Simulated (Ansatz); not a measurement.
**Pt: a trigonal deformation path**

One table from this session's results is given with a row withheld; the runs are named, their logs left out.

Program: Ansatz 0.2.0. Level of theory: DFT PBEsol, scalar-relativistic, plane waves, PAW. These are calculated values, not measurements.

### The structure to begin with

The structure is cubic, space group Im-3m (No. 229). Conventional cell: a = 3.168 Å, b = 3.168 Å, c = 3.168 Å, α = 90.00°, β = 90.00°, γ = 90.00°. Around Pt (site symmetry m-3m) lie 8 Pt at 2.74 Å.

Coordinates:

```
CELL_PARAMETERS angstrom
-1.58422 1.58422 1.58422
1.58422 -1.58422 1.58422
1.58422 1.58422 -1.58422
ATOMIC_POSITIONS crystal
Pt 0.00000 0.00000 0.00000
```

It goes back to an entry of the Materials Project, which need not be the stable form.

The cell is taken as given, not relaxed at this level.

### Zero of energy

Reference values: F = -12383.6868 eV; pressure -10.92 GPa; largest force 0.000 eV/Å; gap on the mesh none (metal). It was computed beforehand with the settings of the runs below.

The first run:

At fixed volume and fractional coordinates, lengths along (0.577, 0.577, 0.577) are scaled against those across it; ρ is that ratio over its starting value.

Contents of input.yaml:

```yaml
crystal:
  lattice:
    - [-2.3286574799, 1.6633267714, 1.6633267714]
    - [1.6633267714, -2.3286574799, 1.6633267714]
    - [1.6633267714, 1.6633267714, -2.3286574799]
  atoms:
    - { symbol: Pt, position: [0.0, 0.0, 0.0] }
basis:
  ecutwfc: 420
kpoints:
  mp_grid: { grid: [24, 24, 24] }
hamiltonian:
  xc: pbesol
scf:
  occupations: { method: gaussian, width: 0.15 }
output:
  forces: true
  stress: true
  eigenvalues: true
```

Started as:

```bash
$ ansatz run input.yaml --threads 1 --pin off --max-ram 2560MiB --backend cpu --events-out ev --progress --plain --runs-dir out
```

Among the steps run: ρ = 0.500; At ρ = 2.000; Point ρ = 0.710; Point ρ = 1.410; At ρ = 0.600; At ρ = 0.850; ρ = 1.200; At ρ = 1.700; At ρ = 0.930; At ρ = 1.080.

One table of the session follows, with a row left open; its other results are not shown here.

Collected from the runs (energy zero: the undisturbed cell):

| ρ | ΔE (meV/atom) | pressure (GPa) |
| --- | --- | --- |
| 0.500 | 13399.2 | 357.2 |
| 0.600 | ? | ? |
| 0.710 | 1708.0 | 48.0 |
| 0.850 | 324.0 | 0.8 |
| 0.930 | 56.8 | -8.8 |
| 1.000 | 0.0 | -10.9 |
| 1.080 | 44.1 | -9.0 |
| 1.200 | 183.4 | -2.2 |
| 1.410 | 394.6 | 10.6 |
| 1.700 | 487.5 | 20.5 |
| 2.000 | 494.7 | 23.2 |

**Question.** Estimate the row for ρ = 0.600.

Worked estimate for «ΔE (meV/atom)». A straight line through the neighbours (0.500, 13399.2) and (0.710, 1708.0) gives 13399.2 + (1708.0 − 13399.2) × (0.600 − 0.500) / (0.710 − 0.500) = 7832.0; a parabola fitted to 3 rows on both sides gives 6393.0.

As computed: ΔE (meV/atom): 5069.4; pressure (GPa): 145.7. In «ΔE (meV/atom)» the line misses by +2762.6 and the parabola by +1323.6.
